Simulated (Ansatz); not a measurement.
# Alloy of ZnO and MgO (18 of 48 Zn sites exchanged), 96 atoms

How does this alloy cell relax, and what gap do PBEsol give?

All numbers are computed with Ansatz 0.2.0 (PAW, plane waves).

### Step 1. Starting point

96 atoms (30 Zn, 18 Mg, 48 O); a = 9.772 Å, b = 11.284 Å, c = 10.285 Å, α = 90.00°, β = 90.00°, γ = 90.00°. All atoms were shaken off their sites by about 0.02 Å along each axis.

The runs, in order: (2) PBEsol cell relaxation at the single k point (¼, ¼, ¼), on 1 × NVIDIA GB300 Max-Q with 8 threads of Arm Neoverse-V2.

### Step 2. PBEsol relaxation of the cell and the positions

Input file in.yaml:

```yaml
crystal:
  lattice:
    - [9.771870, 0.000000, 0.000000]
    - [0.000000, 11.283583, 0.000000]
    - [0.000000, 0.000000, 10.284869]
  atoms:
    - { symbol: Zn, position: [0.163394, 0.080658, 0.245622] }
    - { symbol: Zn, position: [0.168909, 0.081278, 0.749268] }
    - { symbol: Zn, position: [0.498698, 0.085066, 0.248505] }
    - { symbol: Zn, position: [0.498830, 0.083393, 0.750215] }
    - { symbol: Zn, position: [0.331815, 0.334305, 0.249996] }
    - { symbol: Zn, position: [0.331821, 0.333887, 0.746982] }
    - { symbol: Zn, position: [0.168424, 0.584533, 0.749991] }
    - { symbol: Zn, position: [0.999718, 0.832821, 0.248540] }
    - { symbol: Zn, position: [0.832770, 0.084301, 0.749103] }
    - { symbol: Zn, position: [0.498209, 0.583308, 0.250705] }
    - { symbol: Zn, position: [0.498644, 0.585839, 0.747172] }
    - { symbol: Zn, position: [0.830564, 0.584052, 0.249420] }
    - { symbol: Zn, position: [0.832942, 0.586628, 0.746184] }
    - { symbol: Zn, position: [0.668564, 0.832552, 0.247170] }
    - { symbol: Zn, position: [0.665782, 0.827766, 0.747368] }
    - { symbol: Zn, position: [0.001950, 0.169617, 0.498882] }
    - { symbol: Zn, position: [0.001693, 0.166637, 0.999903] }
    - { symbol: Zn, position: [0.999157, 0.663729, 0.000365] }
    - { symbol: Zn, position: [0.665190, 0.165652, 0.996102] }
    - { symbol: Zn, position: [0.498740, 0.415105, 0.496512] }
    - { symbol: Zn, position: [0.503714, 0.416366, 0.995811] }
    - { symbol: Zn, position: [0.329610, 0.666277, 0.500119] }
    - { symbol: Zn, position: [0.332519, 0.667045, 0.994423] }
    - { symbol: Zn, position: [0.167783, 0.913429, 0.495212] }
    - { symbol: Zn, position: [0.165439, 0.917155, 0.997414] }
    - { symbol: Zn, position: [0.826005, 0.415918, 0.495209] }
    - { symbol: Zn, position: [0.831972, 0.413567, 0.994154] }
    - { symbol: Zn, position: [0.499635, 0.913088, 0.496863] }
    - { symbol: Zn, position: [0.499568, 0.918534, 0.993150] }
    - { symbol: Zn, position: [0.832489, 0.916249, 0.499146] }
    - { symbol: Mg, position: [0.000548, 0.334046, 0.248151] }
    - { symbol: Mg, position: [0.000951, 0.333900, 0.749908] }
    - { symbol: Mg, position: [0.169726, 0.583388, 0.247715] }
    - { symbol: Mg, position: [0.000361, 0.832071, 0.746350] }
    - { symbol: Mg, position: [0.833283, 0.086066, 0.247672] }
    - { symbol: Mg, position: [0.667321, 0.334473, 0.253990] }
    - { symbol: Mg, position: [0.668007, 0.334543, 0.748142] }
    - { symbol: Mg, position: [0.333717, 0.835171, 0.251164] }
    - { symbol: Mg, position: [0.334607, 0.833811, 0.750870] }
    - { symbol: Mg, position: [0.334287, 0.166600, 0.497914] }
    - { symbol: Mg, position: [0.335501, 0.164466, 0.994205] }
    - { symbol: Mg, position: [0.164187, 0.418704, 0.492304] }
    - { symbol: Mg, position: [0.168198, 0.416531, 0.995999] }
    - { symbol: Mg, position: [0.002260, 0.663473, 0.499463] }
    - { symbol: Mg, position: [0.665934, 0.165412, 0.493776] }
    - { symbol: Mg, position: [0.667345, 0.664806, 0.496405] }
    - { symbol: Mg, position: [0.670719, 0.666974, 0.996281] }
    - { symbol: Mg, position: [0.836179, 0.917775, 0.996889] }
    - { symbol: O, position: [0.998385, 0.168945, 0.195611] }
    - { symbol: O, position: [0.001121, 0.165211, 0.689968] }
    - { symbol: O, position: [0.330062, 0.168189, 0.190924] }
    - { symbol: O, position: [0.331345, 0.167120, 0.689751] }
    - { symbol: O, position: [0.168216, 0.417974, 0.189621] }
    - { symbol: O, position: [0.169922, 0.416969, 0.691693] }
    - { symbol: O, position: [0.006081, 0.667937, 0.189508] }
    - { symbol: O, position: [0.998426, 0.666421, 0.690750] }
    - { symbol: O, position: [0.666060, 0.167731, 0.191643] }
    - { symbol: O, position: [0.668007, 0.165870, 0.691998] }
    - { symbol: O, position: [0.501540, 0.417583, 0.190206] }
    - { symbol: O, position: [0.497265, 0.417317, 0.690072] }
    - { symbol: O, position: [0.330012, 0.665854, 0.189990] }
    - { symbol: O, position: [0.332127, 0.667736, 0.690450] }
    - { symbol: O, position: [0.165898, 0.916572, 0.189968] }
    - { symbol: O, position: [0.162877, 0.917350, 0.691125] }
    - { symbol: O, position: [0.836648, 0.416194, 0.187103] }
    - { symbol: O, position: [0.834520, 0.418642, 0.691272] }
    - { symbol: O, position: [0.667715, 0.663760, 0.189798] }
    - { symbol: O, position: [0.664935, 0.665499, 0.694976] }
    - { symbol: O, position: [0.500230, 0.915586, 0.189624] }
    - { symbol: O, position: [0.502280, 0.917523, 0.690726] }
    - { symbol: O, position: [0.831261, 0.917182, 0.194541] }
    - { symbol: O, position: [0.833490, 0.914108, 0.687730] }
    - { symbol: O, position: [0.165978, 0.082991, 0.438752] }
    - { symbol: O, position: [0.170402, 0.085576, 0.938100] }
    - { symbol: O, position: [0.998281, 0.334131, 0.441781] }
    - { symbol: O, position: [0.997007, 0.335044, 0.941858] }
    - { symbol: O, position: [0.503290, 0.082641, 0.439585] }
    - { symbol: O, position: [0.502351, 0.084318, 0.937564] }
    - { symbol: O, position: [0.337320, 0.333435, 0.440144] }
    - { symbol: O, position: [0.334153, 0.332808, 0.940038] }
    - { symbol: O, position: [0.167282, 0.581763, 0.440232] }
    - { symbol: O, position: [0.166715, 0.583950, 0.938274] }
    - { symbol: O, position: [0.995935, 0.831366, 0.441705] }
    - { symbol: O, position: [0.002759, 0.831713, 0.941017] }
    - { symbol: O, position: [0.833558, 0.084165, 0.443433] }
    - { symbol: O, position: [0.836040, 0.083210, 0.941863] }
    - { symbol: O, position: [0.666453, 0.334058, 0.439493] }
    - { symbol: O, position: [0.667290, 0.331337, 0.942117] }
    - { symbol: O, position: [0.500718, 0.582018, 0.435825] }
    - { symbol: O, position: [0.495866, 0.584757, 0.941380] }
    - { symbol: O, position: [0.331732, 0.835703, 0.441423] }
    - { symbol: O, position: [0.335786, 0.833962, 0.937381] }
    - { symbol: O, position: [0.834023, 0.580787, 0.440991] }
    - { symbol: O, position: [0.831234, 0.583652, 0.942197] }
    - { symbol: O, position: [0.663803, 0.830414, 0.439482] }
    - { symbol: O, position: [0.663921, 0.832118, 0.936237] }
  symmetry: { detect: false }
kpoints:
  mp_grid: { grid: [1, 1, 1], shift: [0.25, 0.25, 0.25] }
hamiltonian:
  xc: pbesol
scf:
  occupations: { method: fermi_dirac, width: 0.01 }
relax:
  f_tol: 0.03
  max_steps: 80
  escape_saddle: false
  adjacent_minimum: "off"
  cell: { fix: [alpha, beta, gamma] }
output:
  forces: true
  eigenvalues: true
  populations: true
```

The run is started by

```sh
> ansatz run in.yaml --threads 8 --pin off --max-ram 118750MiB --runs-dir r --events-out ev --progress --plain --backend cuda --devices 0,
```

**Question.** What will these runs give? Wanted: for each run, top filled to lowest empty.

The runs gave:

| level | time | top filled to lowest empty (eV) |
| --- | --- | --- |
| PBEsol, relaxation | 12 s (GPU) | 2.51 |

```
     quantity                                                                        value
   relaxation                                             7 recorded steps, 0.93 eV gained
largest shift                                                                0.09 Å (Mg42)
 relaxed cell  a = 9.744 Å, b = 11.247 Å, c = 10.351 Å, α = 90.00°, β = 90.00°, γ = 90.00°
   mean bonds                                                     Mg–O 1.971, O–Zn 1.975 Å
```

**In words.** Relaxation gains 0.93 eV, with shifts up to 0.09 Å (Mg42), while the volume changes by +0.0 %. The mean lengths differ by only 0.00 Å, over all coordinations together. With one k point the spacing samples only the states that fold onto it, so it can exceed the gap over the zone.
